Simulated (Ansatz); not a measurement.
# CH5FOSiTe: shift of H9 from Si3 to O4

How high is the barrier for the shift of H9 from Si3 to O4? Relax the two ends, then run a nudged elastic band between them. SMILES of the start: C[Te][SiH](O)F.

Program: Ansatz 0.2.0. Level of theory: RKS BLYP-D4/def2-SVP. These are calculated values, not measurements.

## (1) The system as given

Bond lengths: C1–Te2 2.135 Å, Te2–Si3 2.484 Å, Si3–O4 1.739 Å, Si3–F5 1.666 Å, C1–H6 1.035 Å, C1–H7 1.136 Å, C1–H8 1.104 Å, Si3–H9 1.504 Å, O4–H10 0.973 Å. Angles: C1–Te2–Si3 89.5°, Te2–C1–H6 112.4°, Te2–C1–H7 107.0°, Te2–C1–H8 106.9°, H6–C1–H7 110.6°, H6–C1–H8 112.9°, H7–C1–H8 106.7°, Te2–Si3–O4 110.3°, Te2–Si3–F5 111.2°, Te2–Si3–H9 107.2°, O4–Si3–F5 111.3°, O4–Si3–H9 105.8°, F5–Si3–H9 111.0°, Si3–O4–H10 106.3°.

Structure file:

```xyz
10

C    -1.5059   -0.3444    0.9403
Te   -0.0728    1.2032    1.2724
Si    1.0371    0.6026   -0.8673
O     1.5949   -1.0435   -0.8154
F     0.0212    0.8563   -2.1635
H    -1.0685   -1.2793    0.8704
H    -2.0554   -0.0876   -0.0206
H    -2.2464   -0.2765    1.7565
H     2.2742    1.4508   -0.9790
H     2.1047   -1.1327    0.0091
```

## (2) End point A

input.yaml reads:

```yaml
crystal:
  periodic: [false, false, false]
  atoms:
    - { symbol: C, position_ang: [-1.5059, -0.3444, 0.9403] }
    - { symbol: Te, position_ang: [-0.0728, 1.2032, 1.2724] }
    - { symbol: Si, position_ang: [1.0371, 0.6026, -0.8673] }
    - { symbol: O, position_ang: [1.5949, -1.0435, -0.8154] }
    - { symbol: F, position_ang: [0.0212, 0.8563, -2.1635] }
    - { symbol: H, position_ang: [-1.0685, -1.2793, 0.8704] }
    - { symbol: H, position_ang: [-2.0554, -0.0876, -0.0206] }
    - { symbol: H, position_ang: [-2.2464, -0.2765, 1.7565] }
    - { symbol: H, position_ang: [2.2742, 1.4508, -0.979] }
    - { symbol: H, position_ang: [2.1047, -1.1327, 0.0091] }
basis:
  gaussian: { orbitals: def2-SVP }
hamiltonian:
  xc: blyp
  dispersion: d4
relax:
  f_tol: 0.02
  max_steps: 50
```

The run is started by

```console
> ansatz run input.yaml --threads 2 --pin off --max-ram 3072MiB --backend cpu --events-out ev --progress --plain --runs-dir out
```

The log of the run (excerpt; [...] marks lines left out):

```text
Warning: RAYON_NUM_THREADS=2 ignored (pool sized by the plan → 2); use --threads N
[...]
Functional definition: BLYP
[...]
1255 factors; their error is unknown
[...]
mean field -21045.93309690 eV, -773.4237758654 hartree, gradient 5.7e-5 eV, S^2 0.000000; 0 other end points of the search recorded, 0 dependent functions left out
[...]
reference -21045.93342604 eV, -773.4237879610 hartree; 33, 33 occupied and 78, 78 virtual orbitals, 1255 factors
relax step   1: F+E_penalty+E_count = -21046.49016348 eV  Δ(F+E_penalty+E_count) = +0.000e0 eV  max|allowed force component| = 2.614e0 eV/Å  Δτ_max = 0.0000 Å  (29 SCF iters, accepted)
[...]
Atom 2 at     1.137835     0.647727    -0.840686 Å, force     0.004017    -0.006122    -0.014457 eV/Å
Atom 3 at     1.574824    -0.968851    -0.770884 Å, force    -0.004751     0.011112    -0.000006 eV/Å
Atom 4 at     0.148387     0.724382    -2.142662 Å, force     0.016894    -0.004637     0.014432 eV/Å
Atom 5 at    -0.978002    -1.242389     0.662614 Å, force     0.001238     0.001201     0.003331 eV/Å
Atom 6 at    -2.198370    -0.034900     0.070555 Å, force    -0.001684    -0.002359     0.006395 eV/Å
Atom 7 at    -2.118172    -0.456639     1.839287 Å, force     0.003967     0.002731    -0.003714 eV/Å
Atom 8 at     2.289175     1.570294    -1.095298 Å, force    -0.006589    -0.006601     0.002681 eV/Å
Atom 9 at     1.853570    -1.280266     0.110316 Å, force    -0.004732     0.006862    -0.008723 eV/Å
Dipole moment:     0.071983    -0.160088     0.411148 e Å
```

Wall time 23 s (2 threads of Arm Neoverse V2, shared host); peak memory 0.17 GiB.

Step by step:

| step | energy from step 1 (eV) | largest force component (eV/Å) |
| --- | --- | --- |
| 1 | 0.0000 | 2.6135 |
| 2 | -0.2347 | 1.2870 |
| 3 | -0.2866 | 1.1250 |
| 4 | -0.3138 | 1.0369 |
| 5 | -0.3362 | 0.7419 |
| 6x | -0.3346 | 0.5108 |
| 7 | -0.3581 | 0.1063 |
| 8 | -0.3595 | 0.1687 |
| 9 | -0.3606 | 0.0169 |

Step 1 is the start. 1 step was tried and not accepted (marked x).

After: Bond lengths: C1–Te2 2.224 Å, Te2–Si3 2.523 Å, Si3–O4 1.676 Å, Si3–F5 1.637 Å, C1–H6 1.103 Å, C1–H7 1.103 Å, C1–H8 1.104 Å, Si3–H9 1.497 Å, O4–H10 0.975 Å. Angles: C1–Te2–Si3 89.3°, Te2–C1–H6 108.3°, Te2–C1–H7 108.4°, Te2–C1–H8 107.1°, H6–C1–H7 110.8°, H6–C1–H8 110.9°, H7–C1–H8 111.1°, Te2–Si3–O4 110.3°, Te2–Si3–F5 111.0°, Te2–Si3–H9 110.6°, O4–Si3–F5 103.6°, O4–Si3–H9 113.6°, F5–Si3–H9 107.5°, Si3–O4–H10 114.8°.

## (3) Relaxing end B

The second end starts from a geometry with the move made by hand.

Changes to input.yaml since step 2:

```diff
@@ -11,3 +11,3 @@
     - { symbol: H, position_ang: [-2.2464, -0.2765, 1.7565] }
-    - { symbol: H, position_ang: [2.2742, 1.4508, -0.979] }
+    - { symbol: H, position_ang: [1.54479, -1.34852, -1.7559] }
     - { symbol: H, position_ang: [2.1047, -1.1327, 0.0091] }
```

The run is started by

```console
> ansatz run input.yaml --threads 2 --pin off --max-ram 3072MiB --backend cpu --events-out ev --progress --plain --runs-dir out
```

The log of the run (excerpt; [...] marks lines left out):

```text
Warning: RAYON_NUM_THREADS=2 ignored (pool sized by the plan → 2); use --threads N
[...]
[... 1 set-up line as earlier in the session ...]
[...]
1255 factors; their error is unknown
[...]
mean field -21041.91516848 eV, -773.2761197193 hartree, gradient 2.8e-5 eV, S^2 0.000000; 1 other end points of the search recorded, 0 dependent functions left out
[...]
reference -21041.91549345 eV, -773.2761316616 hartree; 33, 33 occupied and 78, 78 virtual orbitals, 1255 factors
[...]
relax step  15: F+E_penalty+E_count = -21045.26332030 eV  Δ(F+E_penalty+E_count) = -1.673e-2 eV  max|allowed force component| = 2.355e-1 eV/Å  Δτ_max = 0.0764 Å  (29 SCF iters, accepted)
[...]
1255 factors; their error is unknown
[...]
mean field -21044.68791765 eV, -773.3780163718 hartree, gradient 1.4e-5 eV, S^2 0.000000; 0 other end points of the search recorded, 0 dependent functions left out
[...]
reference -21044.68825319 eV, -773.3780287026 hartree; 33, 33 occupied and 78, 78 virtual orbitals, 1255 factors
```

## (4) The output, continued: end point B relaxed

The log, continued (excerpt; [...] marks lines left out):

```text
relax step  16: F+E_penalty+E_count = -21045.27296753 eV  Δ(F+E_penalty+E_count) = -9.647e-3 eV  max|allowed force component| = 2.667e-1 eV/Å  Δτ_max = 0.1000 Å  (30 SCF iters, accepted)
[...]
relax step  18: F+E_penalty+E_count = -21045.27103909 eV  Δ(F+E_penalty+E_count) = +3.763e-3 eV  max|allowed force component| = 1.277e-1 eV/Å  Δτ_max = 0.0718 Å  (30 SCF iters, rejected (line search))
[...]
Atom 6 at    -1.749251    -0.214016    -0.113093 Å, force     0.000638     0.001580     0.007074 eV/Å
Atom 7 at    -2.328793     0.299250     1.533086 Å, force     0.007104    -0.006812    -0.008066 eV/Å
Atom 8 at     2.624191    -1.095849    -1.346061 Å, force    -0.000568    -0.000801     0.003805 eV/Å
Atom 9 at     1.469093    -1.241233    -0.284585 Å, force     0.004156    -0.001071     0.004482 eV/Å
Dipole moment:     0.448288    -0.396764    -0.056987 e Å
```

It took 62 s on 2 threads of Arm Neoverse V2, shared host; peak memory 0.17 GiB.

The steps of the relaxation:

| step | energy from step 1 (eV) | largest force component (eV/Å) |
| --- | --- | --- |
| 1 | 0.0000 | 6.1618 |
| 2 | -1.3304 | 4.3016 |
| 3 | -2.1338 | 1.7165 |
| 4 | -2.4579 | 1.2721 |
| 5 | -2.5848 | 0.8324 |
| 6 | -2.6429 | 0.3816 |
| 7 | -2.6605 | 0.3539 |
| 8 | -2.6813 | 0.4685 |
| 9 | -2.7180 | 0.1554 |
| 10x | -2.7069 | 1.0890 |
| 11 | -2.7347 | 0.1406 |
| 12 | -2.7487 | 0.2708 |
| 13 | -2.7553 | 0.7048 |
| 14x | -2.7502 | 0.5659 |
| 15 | -2.7720 | 0.2355 |
| 16 | -2.7816 | 0.2667 |
| 17 | -2.7835 | 0.4141 |
| 18x | -2.7797 | 0.1277 |
| 19 | -2.7896 | 0.1127 |
| 20 | -2.7929 | 0.0726 |
| 21 | -2.7935 | 0.2184 |
| 22x | -2.7890 | 0.2052 |
| 23 | -2.7964 | 0.0193 |
| 24 | -2.7966 | 0.0287 |
| 25 | -2.7967 | 0.0209 |
| 26 | -2.7967 | 0.0091 |

Step 1 is the start. 4 steps were tried and not accepted (marked x).

After: Bond lengths: C1–Te2 2.220 Å, Te2–Si3 2.700 Å, Si3–F5 1.669 Å, C1–H6 1.104 Å, C1–H7 1.103 Å, C1–H8 1.104 Å, O4–H9 0.982 Å, O4–H10 1.002 Å. Angles: C1–Te2–Si3 94.1°, Te2–C1–H6 108.8°, Te2–C1–H7 106.9°, Te2–C1–H8 107.9°, H6–C1–H7 111.3°, H6–C1–H8 110.7°, H7–C1–H8 111.0°, Te2–Si3–F5 97.8°, H9–O4–H10 105.1°.

Pairs that crossed the distance rule for bonds on the way: moved apart Si3–O4.

## (5) The band

crystal.atoms is end A as relaxed above, and neb.final_atoms is end B, turned to lie on A. With 9 inner images the band has 11 in all. The start path is listed, through a guess of the saddle.

input.yaml reads:

```yaml
crystal:
  periodic: [false, false, false]
  atoms:
    - { symbol: C, position_ang: [-1.541611, -0.326408, 0.907063] }
    - { symbol: Te, position_ang: [-0.084537, 1.315949, 1.262595] }
    - { symbol: Si, position_ang: [1.137835, 0.647727, -0.840686] }
    - { symbol: O, position_ang: [1.574824, -0.968851, -0.770884] }
    - { symbol: F, position_ang: [0.148387, 0.724382, -2.142662] }
    - { symbol: H, position_ang: [-0.978002, -1.242389, 0.662614] }
    - { symbol: H, position_ang: [-2.19837, -0.0349, 0.070555] }
    - { symbol: H, position_ang: [-2.118172, -0.456639, 1.839287] }
    - { symbol: H, position_ang: [2.289175, 1.570294, -1.095298] }
    - { symbol: H, position_ang: [1.85357, -1.280266, 0.110316] }
basis:
  gaussian: { orbitals: def2-SVP }
hamiltonian:
  xc: blyp
  dispersion: d4
neb:
  order_check: false
  images: 9
  f_tol: 0.05
  max_iterations: 60
  final_atoms:
    - { symbol: C, position_ang: [-1.53443134, -0.4696977, 0.9237194] }
    - { symbol: Te, position_ang: [0.10947986, 0.90861668, 1.49301779] }
    - { symbol: Si, position_ang: [0.71106877, 1.55452195, -1.05824404] }
    - { symbol: O, position_ang: [1.96957378, -0.24140551, -0.99812748] }
    - { symbol: F, position_ang: [-0.49803031, 0.67911907, -1.80574293] }
    - { symbol: H, position_ang: [-1.28878547, -1.48415794, 1.28215475] }
    - { symbol: H, position_ang: [-1.61116876, -0.44126339, -0.1766914] }
    - { symbol: H, position_ang: [-2.46305492, -0.10306496, 1.39465452] }
    - { symbol: H, position_ang: [2.91970926, 0.008107, -1.00978507] }
    - { symbol: H, position_ang: [1.76873814, -0.46187621, -0.04205553] }
  initial_path:
    images:
      - { positions_ang: [[-1.541611, -0.326408, 0.907063], [-0.084537, 1.315949, 1.262595], [1.137835, 0.647727, -0.840686], [1.574824, -0.968851, -0.770884], [0.148387, 0.724382, -2.142662], [-0.978002, -1.242389, 0.662614], [-2.19837, -0.0349, 0.070555], [-2.118172, -0.456639, 1.839287], [2.289175, 1.570294, -1.095298], [1.85357, -1.280266, 0.110316]] }
      - { positions_ang: [[-1.53249466, -0.33501594, 0.90707895], [-0.10530256, 1.30148512, 1.29092829], [1.11775128, 0.69325757, -0.81750242], [1.60136333, -0.92080758, -0.76961004], [0.12941305, 0.81001072, -2.12227012], [-0.98073059, -1.24693444, 0.68818126], [-2.16415284, -0.04428425, 0.04538727], [-2.14821502, -0.44748225, 1.81045027], [2.24414902, 1.3313498, -1.13239009], [1.92131797, -1.19267975, 0.10264664]] }
      - { positions_ang: [[-1.52337831, -0.34362387, 0.9070949], [-0.12606812, 1.28702124, 1.31926159], [1.09766756, 0.73878815, -0.79431885], [1.62790267, -0.87276417, -0.76833608], [0.11043909, 0.89563944, -2.10187825], [-0.98345918, -1.25147988, 0.71374851], [-2.12993568, -0.05366849, 0.02021955], [-2.17825803, -0.4383255, 1.78161354], [2.19912305, 1.09240559, -1.16948219], [1.98906595, -1.10509351, 0.09497728]] }
      - { positions_ang: [[-1.51426197, -0.35223181, 0.90711085], [-0.14683368, 1.27255736, 1.34759488], [1.07758385, 0.78431872, -0.77113527], [1.654442, -0.82472075, -0.76706212], [0.09146514, 0.98126816, -2.08148637], [-0.98618777, -1.25602532, 0.73931577], [-2.09571851, -0.06305274, -0.00494818], [-2.20830105, -0.42916875, 1.75277682], [2.15409707, 0.85346139, -1.20657428], [2.05681392, -1.01750726, 0.08730791]] }
      - { positions_ang: [[-1.50514562, -0.36083975, 0.9071268], [-0.16759923, 1.25809349, 1.37592818], [1.05750013, 0.82984929, -0.7479517], [1.68098133, -0.77667733, -0.76578817], [0.07249119, 1.06689688, -2.06109449], [-0.98891636, -1.26057077, 0.76488303], [-2.06150135, -0.07243699, -0.03011591], [-2.23834407, -0.42001199, 1.72394009], [2.10907109, 0.61451718, -1.24366638], [2.12456189, -0.92992102, 0.07963855]] }
      - { positions_ang: [[-1.49602928, -0.36944768, 0.90714275], [-0.18836479, 1.24362961, 1.40426147], [1.03741641, 0.87537986, -0.72476812], [1.70752066, -0.72863391, -0.76451421], [0.05351723, 1.1525256, -2.04070261], [-0.99164495, -1.26511621, 0.79045029], [-2.02728419, -0.08182123, -0.05528364], [-2.26838709, -0.41085524, 1.69510336], [2.06404512, 0.37557298, -1.28075847], [2.19230987, -0.84233477, 0.07196919]] }
      - { positions_ang: [[-1.50370969, -0.38949769, 0.91045808], [-0.12879586, 1.17662702, 1.42201274], [0.97214688, 1.01120828, -0.79146331], [1.75993129, -0.63118823, -0.81123686], [-0.05679228, 1.0578443, -1.99371068], [-1.05107305, -1.30892455, 0.88879118], [-1.9440611, -0.15370966, -0.07956519], [-2.30732065, -0.34929719, 1.63501359], [2.23517795, 0.30207978, -1.22656379], [2.10759552, -0.76624306, 0.04916425]] }
      - { positions_ang: [[-1.5113901, -0.40954769, 0.91377341], [-0.06922693, 1.10962444, 1.439764], [0.90687735, 1.1470367, -0.85815849], [1.81234191, -0.53374255, -0.85795952], [-0.16710178, 0.96316299, -1.94671874], [-1.11050116, -1.3527329, 0.98713207], [-1.86083802, -0.22559809, -0.10384674], [-2.34625422, -0.28773913, 1.57492382], [2.40631077, 0.22858659, -1.17236911], [2.02288118, -0.69015135, 0.0263593]] }
      - { positions_ang: [[-1.51907052, -0.42959769, 0.91708874], [-0.009658, 1.04262185, 1.45751526], [0.84160783, 1.28286512, -0.92485368], [1.86475254, -0.43629687, -0.90468217], [-0.27741129, 0.86848169, -1.8997268], [-1.16992926, -1.39654125, 1.08547297], [-1.77761493, -0.29748653, -0.1281283], [-2.38518779, -0.22618107, 1.51483406], [2.5774436, 0.15509339, -1.11817443], [1.93816683, -0.61405964, 0.00355436]] }
      - { positions_ang: [[-1.52675093, -0.44964769, 0.92040407], [0.04991093, 0.97561927, 1.47526653], [0.7763383, 1.41869353, -0.99154886], [1.91716316, -0.33885119, -0.95140483], [-0.3877208, 0.77380038, -1.85273486], [-1.22935737, -1.44034959, 1.18381386], [-1.69439185, -0.36937496, -0.15240985], [-2.42412135, -0.16462302, 1.45474429], [2.74857643, 0.0816002, -1.06397975], [1.85345248, -0.53796792, -0.01925059]] }
      - { positions_ang: [[-1.53443134, -0.4696977, 0.9237194], [0.10947986, 0.90861668, 1.49301779], [0.71106877, 1.55452195, -1.05824404], [1.96957378, -0.24140551, -0.99812748], [-0.49803031, 0.67911907, -1.80574293], [-1.28878547, -1.48415794, 1.28215475], [-1.61116876, -0.44126339, -0.1766914], [-2.46305492, -0.10306496, 1.39465452], [2.91970926, 0.008107, -1.00978507], [1.76873814, -0.46187621, -0.04205553]] }
```

The run is started by

```console
> ansatz run input.yaml --threads 2 --pin off --max-ram 3072MiB --backend cpu --events-out ev --progress --plain --runs-dir out
```

The log of the run (excerpt; [...] marks lines left out):

```text
Warning: RAYON_NUM_THREADS=2 ignored (pool sized by the plan → 2); use --threads N
[...]
[... 1 set-up line as earlier in the session ...]
[...]
1255 factors; their error is unknown
[...]
mean field -21046.29466335 eV, -773.4370631872 hartree, gradient 6.8e-5 eV, S^2 0.000000; 0 other end points of the search recorded, 0 dependent functions left out
[...]
reference -21046.29499760 eV, -773.4370754707 hartree; 33, 33 occupied and 78, 78 virtual orbitals, 1255 factors
1255 factors; their error is unknown
[...]
Atom 6 at    -2.221572     0.140671     0.069936 Å, force     0.000259    -0.000973     0.001927 eV/Å
Atom 7 at    -2.113754    -0.586376     1.737529 Å, force    -0.000238     0.001952    -0.003226 eV/Å
Atom 8 at     2.467727     0.381620    -1.148269 Å, force     0.005554     0.007337    -0.003073 eV/Å
Atom 9 at     2.070272    -0.894840     0.136515 Å, force    -0.005873    -0.001386     0.002884 eV/Å
Dipole moment:     0.185901    -0.166187     0.311860 e Å
this run last wrote the band of iteration 15 to <dir>
```

Wall time 4.6 min (2 threads of Arm Neoverse V2, shared host); peak memory 0.15 GiB.

(Part 1 of 3 ends here.)
